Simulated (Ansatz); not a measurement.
# NCO (nco radical) at UCCSD/STO-3G

Aim: the electronic atomisation energy of NCO (nco radical) at UCCSD/STO-3G, from 4 runs. 

The results are computed with Ansatz 0.2.0.

### 1 The molecule

NCO: 3 atoms, total charge 0, spin state doublet. As SMILES, `[N]=C=O`. Geometry: relaxed at PBE0-D4/def2-TZVP.

Bond lengths: N1–C2 1.222 Å, C2–O3 1.171 Å. Angles: N1–C2–O3 180.0°.

### 2 The energy at UCCSD/STO-3G

molecule.yaml reads:

```yaml
crystal:
  periodic: [false, false, false]
  atoms:
    - {symbol: "N", position_ang: [0.968200, 0.423100, 0.579200]}
    - {symbol: C, position_ang: [-0.013800, -0.006000, -0.008300]}
    - {symbol: O, position_ang: [-0.954400, -0.417100, -0.571000]}
basis:
  gaussian: {orbitals: STO-3G}
magnetization: {spin_polarized: true, initial_magnetization: 1}
correlation: {method: ccsd, frozen_orbitals: {C: 1, "N": 1, O: 1}}
accuracy: high
scf: {omitted_lower_state_checks: [cluster_reference, increment]}
```

The run is started by

```bash
$ ansatz run molecule.yaml --threads 1 --pin off --max-ram 2610MiB --events-out events.jsonl --progress --plain --runs-dir runs
```

Log:

```text
Warning: RAYON_NUM_THREADS=1 ignored (pool sized by the plan → 1); use --threads N
[... 14 lines left out ...]
3 core orbitals not correlated: weight in the atoms' cores, before any rotation towards them, 1.000 or more for the frozen orbitals, at most 0.000 for the correlated occupied ones
[... 29 lines left out ...]
Total energy: -4492.38687297 eV, -165.0921725323 hartree
Checks for a lower state left out: cluster_reference, increment
```

Run time: 0.61 s. Hardware: 1 thread of Intel Xeon Platinum 8375C at 2.90GHz (Ice Lake), shared host.

### 3 The C atom at the same level

molecule.yaml reads:

```yaml
basis:
  gaussian: {orbitals: STO-3G}
crystal:
  periodic: [false, false, false]
  atoms:
    - {symbol: C, position_ang: [0.000000, 0.000000, 0.000000]}
magnetization: {spin_polarized: true, initial_magnetization: 2}
correlation: {method: ccsd, frozen_orbitals: {C: 1}}
accuracy: high
scf: {omitted_lower_state_checks: [cluster_reference, increment]}
```

Run the same way, it converges to -37.21862 Eh (log not shown).

### 4 The N atom at the same level

input.yaml reads:

```yaml
crystal:
  periodic: [false, false, false]
  atoms:
    - {symbol: N, position_ang: [0.000000, 0.000000, 0.000000]}
basis:
  gaussian:
    orbitals: STO-3G
magnetization:
  spin_polarized: true
  initial_magnetization: 3
correlation:
  method: ccsd
  frozen_orbitals: {"N": 1}
accuracy: high
scf:
  omitted_lower_state_checks: [cluster_reference, increment]
```

Run the same way, it converges to -53.71901 Eh (log not shown).

### 5 The O atom

run.yaml reads:

```yaml
crystal:
  periodic: [false, false, false]
  atoms:
    - symbol: O
      position_ang: [0.000000, 0.000000, 0.000000]
basis:
  gaussian:
    orbitals: STO-3G
magnetization:
  spin_polarized: true
  initial_magnetization: 2
correlation:
  method: ccsd
  frozen_orbitals: {O: 1}
accuracy: high
scf:
  omitted_lower_state_checks: [cluster_reference, increment]
```

The run is started by

```bash
$ ansatz run run.yaml --threads 1 --pin off --max-ram 2610MiB --events-out events.jsonl --progress --plain --runs-dir runs
```

Log:

```text
Warning: RAYON_NUM_THREADS=1 ignored (pool sized by the plan → 1); use --threads N
Functional definition: HF
  name "HF"
  exchange = exact_x
  correlation = 0
these checks for a lower state are left out or cut short: cluster_reference, increment
15 factors; integrals over basis functions are off by at most 1.1e-9 eV
mean field evaluation 1: about -2008.3132 eV, gradient 1.7e-14 eV
mean field evaluation 2: about -2008.3132 eV, gradient 0.0e0 eV
mean field -2008.31323932 eV, -73.8041502613 hartree, gradient 0.0e0 eV, S^2 2.000000; 2 other end points of the search recorded, 0 dependent functions left out
1 core orbitals not correlated: weight in the atoms' cores, before any rotation towards them, 1.000 or more for the frozen orbitals, at most 0.000 for the correlated occupied ones
reference -2008.31323932 eV, -73.8041502613 hartree; 4, 2 occupied and 0, 2 virtual orbitals, 15 factors
second order 0.00000000 eV of doubles, 0.00000000 eV of singles
cycle   1  0.00000000 eV  change     0.0e0 eV  update    0.0e0
cycle   2  0.00000000 eV  change     0.0e0 eV  update    0.0e0
Total energy: -2008.31323932 eV, -73.8041502613 hartree
Checks for a lower state left out: cluster_reference, increment
```

Wall time 0.1 s (1 thread of Intel Xeon Platinum 8375C at 2.90GHz (Ice Lake), shared host).

### 6 What came out

At UCCSD/STO-3G, 3 core orbitals frozen:

| quantity | value |
| --- | --- |
| molecule: total energy | -165.09217 Eh |
| molecule: correlation energy (3 core orbitals frozen) | -177.3 mEh |
| molecule: ⟨S²⟩ of the reference determinant | 0.998 |
| molecule: T1 diagnostic | 0.042 |
| C atom: total energy | -37.21862 Eh |
| C atom: correlation energy (1 core orbital frozen) | -20.2 mEh |
| C atom: ⟨S²⟩ of the reference determinant | 2.000 |
| C atom: T1 diagnostic | 0.000 |
| N atom: total energy | -53.71901 Eh |
| N atom: correlation energy (1 core orbital frozen) | 0.0 mEh |
| N atom: ⟨S²⟩ of the reference determinant | 3.750 |
| N atom: T1 diagnostic | 0.000 |
| O atom: total energy | -73.80415 Eh |
| O atom: correlation energy (1 core orbital frozen) | 0.0 mEh |
| O atom: ⟨S²⟩ of the reference determinant | 2.000 |
| O atom: T1 diagnostic | 0.000 |
| electronic atomisation energy | 9.535 eV |

Taking the molecule apart into free atoms costs 9.53 eV (220 kcal/mol), before zero-point energy and without spin-orbit coupling. In a minimal basis such a difference can be off by several eV, whatever the method. ⟨S²⟩ (molecule) is 1.00 where a pure doublet has 0.75: the reference is spin-contaminated.
